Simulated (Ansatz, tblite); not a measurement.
# (NMe2)3Si-S-SiH3 (C₆H₂₁N₃SSi₂): rung by rung

Aim: run the singlet of (NMe2)3Si-S-SiH3 (C₆H₂₁N₃SSi₂) at one geometry on many levels, and compare frontier levels, spin and run time.

Computed with Ansatz 0.2.0, Gaussian basis. Level: as each input shows.

The runs, in order: GFN1-xTB, GFN2-xTB, PBE-D4/def2-TZVP, r2SCAN-D4/def2-TZVP, HSE06-D4/def2-TZVP, BHLYP-D4/def2-TZVP, CAM-B3LYP-D4/def2-TZVP, LC-ωPBE(0.10)/def2-SVP, LC-ωPBE(0.15)/def2-SVP, LC-ωPBE(0.20)/def2-SVP, LC-ωPBE(0.30)/def2-SVP, PBE-D4/def2-SVP, PBE0-D4/def2-SVP, HF/STO-3G, CCSD(T)/def2-SVP, MP2/def2-TZVP, RPA/def2-TZVP.

## Step 1: The relaxed structure

The geometry is that of the singlet, from an earlier relaxation (r2SCAN-D4/def2-SVP).

33 atoms, charge 0, spin multiplicity 1.

Bond lengths: Si1–N2 1.732 Å, Si1–N5 1.727 Å, Si1–N8 1.737 Å, Si1–S11 2.183 Å, N2–C3 1.446 Å, N2–C4 1.450 Å, C3–H13 1.111 Å, C3–H14 1.099 Å, C3–H15 1.108 Å, C4–H16 1.101 Å, C4–H17 1.111 Å, C4–H18 1.108 Å, N5–C6 1.447 Å, N5–C7 1.446 Å, C6–H19 1.109 Å, C6–H20 1.109 Å, C6–H21 1.101 Å, C7–H22 1.110 Å and more. Angles: N2–Si1–N5 112.0°, N2–Si1–N8 111.4°, N2–Si1–S11 107.4°, N5–Si1–N8 108.4°, N5–Si1–S11 107.4°, N8–Si1–S11 110.3°, Si1–N2–C3 126.6°, Si1–N2–C4 119.0°, C3–N2–C4 113.7°, N2–C3–H13 112.7°, N2–C3–H14 110.4°, N2–C3–H15 110.6°, H13–C3–H14 108.3°, H13–C3–H15 107.1°, H14–C3–H15 107.5°, N2–C4–H16 110.5°, N2–C4–H17 112.6°, N2–C4–H18 110.9° and more.

PBE0-D4/def2-TZVP was run before; its log isn't repeated, and its numbers join the tables.

## Step 2: GFN1-xTB

Tight binding, by tblite at 300 K electronic temperature and without a spin-polarisation term:

```python
tblite.interface.Calculator('GFN1-xTB', numbers, positions, charge=0, uhf=0).singlepoint()
```

Energy -1119.4489 eV, HOMO -10.00 eV, LUMO -4.97 eV; 0.047 s.

## Step 3: GFN2-xTB

Tight binding, by tblite at 300 K electronic temperature and without a spin-polarisation term:

```python
tblite.interface.Calculator('GFN2-xTB', numbers, positions, charge=0, uhf=0).singlepoint()
```

Energy -1064.9839 eV, HOMO -9.55 eV, LUMO -5.10 eV; 0.048 s.

## Step 4: PBE-D4/def2-TZVP

start.molden holds the orbitals of an earlier run on this state, given as this run's starting guess.

Contents of in.yaml:

```yaml
crystal:
  periodic: [false, false, false]
  atoms:
    - {symbol: Si, position_ang: [-0.223589, -0.033413, 0.382518]}
    - {symbol: N, position_ang: [-1.362525, -0.810963, -0.664629]}
    - {symbol: C, position_ang: [-1.658564, -2.225192, -0.718507]}
    - {symbol: C, position_ang: [-1.957979, -0.048518, -1.744058]}
    - {symbol: N, position_ang: [-0.725789, 1.562109, 0.812677]}
    - {symbol: C, position_ang: [-1.764053, 1.790284, 1.795031]}
    - {symbol: C, position_ang: [-0.254687, 2.767810, 0.168945]}
    - {symbol: N, position_ang: [1.347336, 0.064502, -0.351289]}
    - {symbol: C, position_ang: [2.425184, 0.826478, 0.247564]}
    - {symbol: C, position_ang: [1.678355, -0.525938, -1.630404]}
    - {symbol: S, position_ang: [-0.126625, -1.204028, 2.222966]}
    - {symbol: Si, position_ang: [1.537709, -2.435424, 1.656998]}
    - {symbol: H, position_ang: [-1.201497, -2.725148, -1.599084]}
    - {symbol: H, position_ang: [-1.296951, -2.727623, 0.189722]}
    - {symbol: H, position_ang: [-2.751813, -2.391795, -0.779518]}
    - {symbol: H, position_ang: [-1.773846, 1.028035, -1.602379]}
    - {symbol: H, position_ang: [-1.558813, -0.335135, -2.740209]}
    - {symbol: H, position_ang: [-3.055221, -0.198048, -1.775314]}
    - {symbol: H, position_ang: [-2.662746, 2.257569, 1.342534]}
    - {symbol: H, position_ang: [-1.414899, 2.459136, 2.607152]}
    - {symbol: H, position_ang: [-2.079481, 0.843108, 2.259641]}
    - {symbol: H, position_ang: [0.233100, 3.458644, 0.887327]}
    - {symbol: H, position_ang: [0.473669, 2.526000, -0.618475]}
    - {symbol: H, position_ang: [-1.087932, 3.327173, -0.305038]}
    - {symbol: H, position_ang: [2.135051, 1.179610, 1.249739]}
    - {symbol: H, position_ang: [2.694194, 1.713934, -0.361342]}
    - {symbol: H, position_ang: [3.340264, 0.213116, 0.356844]}
    - {symbol: H, position_ang: [2.545551, -1.211244, -1.547779]}
    - {symbol: H, position_ang: [1.938118, 0.244618, -2.385224]}
    - {symbol: H, position_ang: [0.825707, -1.104556, -2.014958]}
    - {symbol: H, position_ang: [2.839413, -1.706800, 1.677312]}
    - {symbol: H, position_ang: [1.346509, -3.050625, 0.308207]}
    - {symbol: H, position_ang: [1.596831, -3.527675, 2.673019]}
basis:
  gaussian: {orbitals: def2-TZVP, fitting: {mean_field: def2-universal-jkfit}, initial_orbitals: start.molden}
hamiltonian: {xc: pbe, dispersion: d4}
scf: {omitted_lower_state_checks: [starts]}
output: {orbitals: {seedname: orbitals}}
```

Launch:

```sh
ansatz run in.yaml --threads 2 --pin off --events-out ev --progress --plain --max-ram 22528MiB --backend cuda --devices 0, --max-vram 18GiB
```

The runs that follow: r2SCAN-D4/def2-TZVP; HSE06-D4/def2-TZVP; BHLYP-D4/def2-TZVP; CAM-B3LYP-D4/def2-TZVP; LC-ωPBE(0.10)/def2-SVP; LC-ωPBE(0.15)/def2-SVP; LC-ωPBE(0.20)/def2-SVP; LC-ωPBE(0.30)/def2-SVP; PBE-D4/def2-SVP; PBE0-D4/def2-SVP; HF/STO-3G; CCSD(T)/def2-SVP; MP2/def2-TZVP; RPA/def2-TZVP.

Before running them: what should the planned runs give, taken together? Wanted: gap in def2-TZVP, named functionals, smallest and largest; gap over the ω; correlation energy, CCSD(T)/def2-SVP; correlation energy, MP2/def2-TZVP; binding an atom, CCSD(T)/def2-SVP; PBE0 total energy, smallest basis above largest.

**Answer**, as computed:

```
                                                 quantity                                     value
gap in def2-TZVP, named functionals, smallest and largest  4.42 eV (PBE-D4), 8.89 eV (CAM-B3LYP-D4)
                                  gap over the ω (1/bohr)           7.49 eV at 0.1, 10.90 eV at 0.3
                     correlation energy, CCSD(T)/def2-SVP                                 -52.00 eV
                        correlation energy, MP2/def2-TZVP                                 -56.20 eV
                        binding an atom, CCSD(T)/def2-SVP                                  3.666 eV
          PBE0 total energy, smallest basis above largest            21.25 eV (def2-SVP, def2-TZVP)
```

What this shows: Over the named functionals in def2-TZVP the gap runs from 4.42 eV (PBE-D4) to 8.89 eV (CAM-B3LYP-D4); exact exchange widens it. Raising the ω (1/bohr) from 0.1 to 0.3 moves the HOMO by -1.94 eV and the LUMO by +1.47 eV. A small miss in a minimal or small basis is a cancelling of errors, not accuracy. The functionals in def2-TZVP miss CCSD(T)/def2-SVP by +0.120 (BHLYP-D4) to +0.272 eV (PBE-D4) an atom. The yardstick is in a double-zeta basis, so levels in larger sets aren't compared like for like. CCSD(T)/def2-SVP isn't at the basis-set limit; small misses against it rank nothing.
